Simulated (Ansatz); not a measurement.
# BBrH5NSi: shift of H7 from Si2 to N3, part 3 of 3

Aim: the minimum-energy path and barrier of the shift of H7 from Si2 to N3. The ends are relaxed first, then joined by a nudged elastic band. SMILES of the start: B[SiH](N)Br.

Ansatz 0.2.0; RKS PBE-D4/def2-SVP. Earlier steps stand in the parts before.

### Step 11. A trajectory let go at the top

It starts at the highest inner image of the first converged band: 200 steps of 0.5 fs at constant energy, with velocities drawn for 100 K.

input.yaml reads:

```yaml
crystal:
  periodic: [false, false, false]
  atoms:
    - { symbol: B, position_ang: [-0.612246, 1.478498, -0.688923] }
    - { symbol: Si, position_ang: [0.085026, -0.310134, -0.659626] }
    - { symbol: "N", position_ang: [0.434679, -0.850093, 1.093126] }
    - { symbol: Br, position_ang: [-0.664752, -2.062667, -1.864865] }
    - { symbol: H, position_ang: [-1.001617, 2.012257, -1.706852] }
    - { symbol: H, position_ang: [-0.356659, 2.147396, 0.298677] }
    - { symbol: H, position_ang: [1.37889, -0.086867, 0.384325] }
    - { symbol: H, position_ang: [1.006674, -1.690974, 1.221828] }
    - { symbol: H, position_ang: [-0.181495, -0.683716, 1.905109] }
basis:
  gaussian: { orbitals: def2-SVP }
hamiltonian:
  xc: pbe
  dispersion: d4
md:
  timestep: 0.5
  n_steps: 200
  ensemble: nve
  temperature: 100.0
  initial_velocities: maxwell_boltzmann
  seed: 10366
```

The run is started by

```bash
ansatz run input.yaml --threads 2 --pin off --max-ram 3072MiB --backend cpu --events-out ev --progress --plain --runs-dir out
```

Standard output, cut to the lines that bear on the results:

```text
Warning: RAYON_NUM_THREADS=2 ignored (pool sized by the plan → 2); use --threads N
[...]
Functional definition: PBE
[...]
1157 factors; their error is unknown
[...]
mean field -80139.77182107 eV, -2945.0822937361 hartree, gradient 2.9e-5 eV, S^2 0.000000; 0 other end points of the search recorded, 0 dependent functions left out
[...]
reference -80139.77185822 eV, -2945.0822951011 hartree; 33, 33 occupied and 70, 70 virtual orbitals, 1157 factors
[...]
md step    45: t =    22.50 fs  T =   846.7 K  F+E_penalty+E_count = -80140.64486402 eV  E_kin = 0.766081 eV  conserved = -80139.87878313 eV  (30 SCF iters, 3 dispersion substeps)
[...]
md step    59: t =    29.50 fs  T =   572.9 K  F+E_penalty+E_count = -80140.39767085 eV  E_kin = 0.518335 eV  conserved = -80139.87933544 eV  (30 SCF iters, 3 dispersion substeps)
md step    60: t =    30.00 fs  T =   624.0 K  F+E_penalty+E_count = -80140.44502887 eV  E_kin = 0.564647 eV  conserved = -80139.88038150 eV  (33 SCF iters, 3 dispersion substeps)
```

### Step 12. The log goes on: dynamics from the highest image of the converged band

The log, continued, cut to the lines that bear on the results:

```text
md step    61: t =    30.50 fs  T =   665.3 K  F+E_penalty+E_count = -80140.48361644 eV  E_kin = 0.602013 eV  conserved = -80139.88160360 eV  (33 SCF iters, 3 dispersion substeps)
[...]
md step    80: t =    40.00 fs  T =   789.3 K  F+E_penalty+E_count = -80140.59513642 eV  E_kin = 0.714191 eV  conserved = -80139.88094513 eV  (33 SCF iters, 3 dispersion substeps)
[...]
md step   118: t =    59.00 fs  T =   541.1 K  F+E_penalty+E_count = -80140.36845177 eV  E_kin = 0.489597 eV  conserved = -80139.87885526 eV  (33 SCF iters, 3 dispersion substeps)
[...]
md step   137: t =    68.50 fs  T =   863.1 K  F+E_penalty+E_count = -80140.65961145 eV  E_kin = 0.780938 eV  conserved = -80139.87867389 eV  (33 SCF iters, 3 dispersion substeps)
md step   138: t =    69.00 fs  T =   863.8 K  F+E_penalty+E_count = -80140.66037046 eV  E_kin = 0.781545 eV  conserved = -80139.87882516 eV  (33 SCF iters, 3 dispersion substeps)
```

### Step 13. More of the same log: dynamics from the highest image of the converged band

Output, continued, cut to the lines that bear on the results:

```text
md step   139: t =    69.50 fs  T =   883.2 K  F+E_penalty+E_count = -80140.67853904 eV  E_kin = 0.799139 eV  conserved = -80139.87939966 eV  (33 SCF iters, 3 dispersion substeps)
[...]
md step   154: t =    77.00 fs  T =  1202.1 K  F+E_penalty+E_count = -80140.96858268 eV  E_kin = 1.087676 eV  conserved = -80139.88090712 eV  (31 SCF iters, 3 dispersion substeps)
[...]
Atom 5 at    -0.719666     1.645365     0.674994 Å, force    -0.169646     0.145178    -0.579915 eV/Å
Atom 6 at    -0.025843    -0.260450     1.401552 Å, force    -0.219255    -0.484468    -0.112927 eV/Å
Atom 7 at     1.100325    -1.543735     1.282431 Å, force    -2.237988     1.037263    -1.857272 eV/Å
Atom 8 at    -0.590755    -1.685187     0.472568 Å, force     1.583757     0.850484     0.951074 eV/Å
Dipole moment:     0.179853    -0.314482     0.998264 e Å
```

It took 5.8 min on 2 threads of Arm Neoverse V1, shared host; peak memory 0.14 GiB.

### Step 14. The trajectory

The trajectory, every 11 steps (energies from step 0):

```
time (fs)  T (K)  potential energy change (meV/atom)  total energy change (meV/atom)  H7–Si2 (Å)  H7–N3 (Å)
      0.0    100                                 0.0                            0.00        1.68       1.41
      5.5    142                                -4.2                            0.06        1.71       1.31
     11.0    740                               -64.5                           -0.11        1.90       1.03
     16.5    832                               -73.5                            0.09        2.50       1.15
     22.0    929                               -83.6                           -0.23        2.71       0.98
     27.5    536                               -43.7                            0.14        3.01       1.14
     33.0    590                               -49.0                            0.28        2.91       0.94
     38.5    601                               -50.3                            0.08        3.02       1.13
     44.0   1088                               -99.8                           -0.46        2.80       0.99
     49.5    621                               -52.4                           -0.04        2.71       1.08
     55.0    854                               -76.0                           -0.24        2.63       1.06
     60.5    609                               -51.3                           -0.20        2.58       1.03
     66.0    998                               -90.6                           -0.24        2.54       1.09
     71.5    968                               -87.3                           -0.06        2.55       0.98
     77.0   1202                              -111.0                           -0.17        2.83       1.14
     82.5    910                               -81.5                           -0.07        2.71       0.97
     88.0    798                               -70.1                            0.05        2.71       1.11
     93.5    746                               -65.0                            0.02        2.46       0.98
     99.0    878                               -78.1                            0.06        2.41       1.08
    100.0    917                               -82.1                            0.02        2.38       1.05
```

time (fs), T (K) and a bar:
```
      0.0        100 
      4.5        118 #
      8.5        368 ########
     13.0        945 #########################
     17.5        719 ##################
     21.5        995 ##########################
     26.0        771 ###################
     30.5        665 ################
     35.0        808 #####################
     39.0        657 ################
     43.5       1022 ###########################
     48.0        656 ################
     52.0        555 #############
     56.5        692 #################
     61.0        611 ###############
     65.0        950 #########################
     69.5        883 #######################
     74.0       1134 ##############################
     78.5       1051 ############################
     82.5        910 #######################
     87.0        927 ########################
     91.5        826 #####################
     95.5        893 #######################
    100.0        917 ########################
```

Bonds that form or break, judged by distance (formed within 1.15 times the sum of covalent radii and held on average over 12 fs, broken when stretched by half; pairs already stretched at the start don't count as bonds):

```
time (fs)   bond  event
      9.5  N3–H7  forms
```

The last frame stands with the bonds of end B.

### Step 15. Results

This closing draws on all 3 parts.

```
                         quantity                               value
                            end A            15 moves, 0.719 eV lower
                            end B            10 moves, 1.244 eV lower
                 barrier forwards                             2.67 eV
                barrier backwards                             1.40 eV
     second end relative to first                           +1.265 eV
                    highest image              6 of 0 to 10, climbing
                  band iterations                                  16
       imaginary modes at the top                          1330i cm⁻¹
trajectory at 300 K, after 100 fs  with the bonds of end B, at 1251 K
trajectory at 100 K, after 100 fs   with the bonds of end B, at 917 K
```

What this shows: The barrier from the first end is 2.67 eV, 103 times kT at 300 K; with a typical attempt rate of 10^13 per second that is roughly 10^-32 events a second. Going back costs 1.40 eV, since the second end is 1.27 eV above the first. By distance, end A alone has B1–Br4, Si2–H7 and end B alone has N3–H7. One imaginary mode, as a first-order saddle point has. These are electronic energies, with no zero-point or thermal terms. Tunnelling, which matters where hydrogen moves, is missing too. Semilocal functionals tend to give barriers that are too low.
